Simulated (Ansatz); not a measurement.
# C2H6BCl: basis-set convergence

An exercise on one series of results from a longer session: the logs are not shown, and one member is left open.

Method: one geometry, several basis sets; program: Ansatz 0.2.0, Gaussian basis.

Levels to be run: PBE0-D4/def2-SVP; ωB97M-V/def2-SVP; PBE0-D4/def2-QZVPP; ωB97M-V/def2-QZVPP; the functionals' def2-TZVPP values are taken from earlier runs.

### The geometry

All runs share one geometry, relaxed beforehand with PBE0-D4 in a triple-zeta def2 set.

SMILES `BCCCl`, 10 atoms, charge 0, spin multiplicity 1.

Atoms are counted from 1 here; the program's logs count them from 0.

Bond lengths: B1–C2 1.555 Å, B1–H5 1.197 Å, B1–H6 1.197 Å, C2–C3 1.511 Å, C2–H7 1.095 Å, C2–H8 1.107 Å, C3–Cl4 1.790 Å, C3–H9 1.090 Å, C3–H10 1.089 Å. Angles: C2–B1–H5 119.9°, C2–B1–H6 120.9°, H5–B1–H6 119.0°, B1–C2–C3 116.8°, B1–C2–H7 112.1°, B1–C2–H8 103.3°, C3–C2–H7 110.8°, C3–C2–H8 108.6°, H7–C2–H8 104.1°, C2–C3–Cl4 110.4°, C2–C3–H9 111.6°, C2–C3–H10 113.1°, Cl4–C3–H9 106.2°, Cl4–C3–H10 106.0°, H9–C3–H10 109.1°.

The first run:

in.yaml reads:

```yaml
crystal:
  periodic: [false, false, false]
  atoms:
    - {symbol: B, position_ang: [-1.203200, 0.752399, -0.289164]}
    - {symbol: C, position_ang: [-0.306736, -0.506365, -0.115905]}
    - {symbol: C, position_ang: [1.098289, -0.277153, 0.390005]}
    - {symbol: Cl, position_ang: [2.050328, 0.651436, -0.808305]}
    - {symbol: H, position_ang: [-2.230631, 0.674554, -0.897787]}
    - {symbol: H, position_ang: [-0.919468, 1.787575, 0.241421]}
    - {symbol: H, position_ang: [-0.300219, -1.133527, -1.013538]}
    - {symbol: H, position_ang: [-0.857027, -1.110114, 0.631104]}
    - {symbol: H, position_ang: [1.104439, 0.312949, 1.306156]}
    - {symbol: H, position_ang: [1.647423, -1.202853, 0.558813]}
basis:
  gaussian: {orbitals: def2-SVP}
hamiltonian: {xc: pbe0, dispersion: d4}
output: {orbitals: {seedname: orbitals}}
```

Launch:

```sh
ansatz run in.yaml --threads 2 --pin off --events-out ev --progress --plain --max-ram 4352MiB
```

Among the steps run: PBE0-D4 in def2-SVP; ωB97M-V in def2-SVP; PBE0-D4 in def2-QZVPP; ωB97M-V in def2-QZVPP.

One of the session's tables, all rows but one given; the rest of the session is left out.

It belongs to the step «Density functionals: the series». 

```
functional       basis  HOMO (eV)
   PBE0-D4    def2-SVP      -8.15
   PBE0-D4  def2-TZVPP      -8.34
   PBE0-D4  def2-QZVPP      -8.37
   ωB97M-V    def2-SVP     -10.43
   ωB97M-V  def2-TZVPP     -10.65
   ωB97M-V  def2-QZVPP          ?
```

**Question.** Estimate the row for ωB97M-V, def2-QZVPP.

**Answer.** HOMO (eV): -10.70. In the column «HOMO (eV)» it is the lowest.
